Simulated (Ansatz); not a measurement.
# AlF2H3O: the cost of one run

Program: Ansatz 0.2.0. Level of theory: RKS PBE0/6-31G*. These are calculated values, not measurements.

### Step 1. The system as given

Bond lengths: Al1–F3 1.690 Å, Al1–F4 1.690 Å, Al1–O5 2.080 Å, O5–H6 1.010 Å. Angles: F3–Al1–F4 120.0°, F3–Al1–O5 97.0°, F4–Al1–O5 101.2°, Al1–O5–H6 109.5°.

Structure file:

```xyz
7

Al    0.0000    0.0000    0.0000
H     0.0000    0.0000    1.9100
F     1.4635    0.0000   -0.8450
F    -1.4635    0.0000   -0.8450
O     0.0869   -1.9720    0.6559
H    -0.4595   -2.5566    0.0397
H     0.0439   -0.9965    1.8084
```

### Step 2. A restrained relaxation towards end A

Springs on the bonds that form and break draw the guess towards this end; the thresholds are loose.

Contents of input.yaml:

```yaml
crystal:
  periodic: [false, false, false]
  atoms:
    - { symbol: Al, position_ang: [0.0, 0.0, 0.0] }
    - { symbol: H, position_ang: [0.0, 0.0, 1.91] }
    - { symbol: F, position_ang: [1.4635, 0.0, -0.845] }
    - { symbol: F, position_ang: [-1.4635, 0.0, -0.845] }
    - { symbol: O, position_ang: [0.0869, -1.972, 0.6559] }
    - { symbol: H, position_ang: [-0.4595, -2.5566, 0.0397] }
    - { symbol: H, position_ang: [0.0439, -0.9965, 1.8084] }
basis:
  gaussian: { orbitals: "6-31G*" }
hamiltonian:
  xc: pbe0
relax:
  f_tol: 0.15
  max_steps: 25
  restrain:
    - { distance: [0, 4], at: 2.98, k: 30.0 }
    - { distance: [6, 1], at: 1.86, k: 30.0 }
    - { distance: [0, 1], at: 1.56, k: 30.0 }
    - { distance: [6, 4], at: 1.01, k: 30.0 }
```

Launch:

```
> ansatz run input.yaml --threads 1 --pin off --max-ram 2048MiB --backend cpu --events-out ev --progress --plain --runs-dir out
```

Q: Estimate wall time and peak memory on 1 thread of Arm Neoverse V1, shared host.

About 24 s, with a peak of 0.13 GiB.
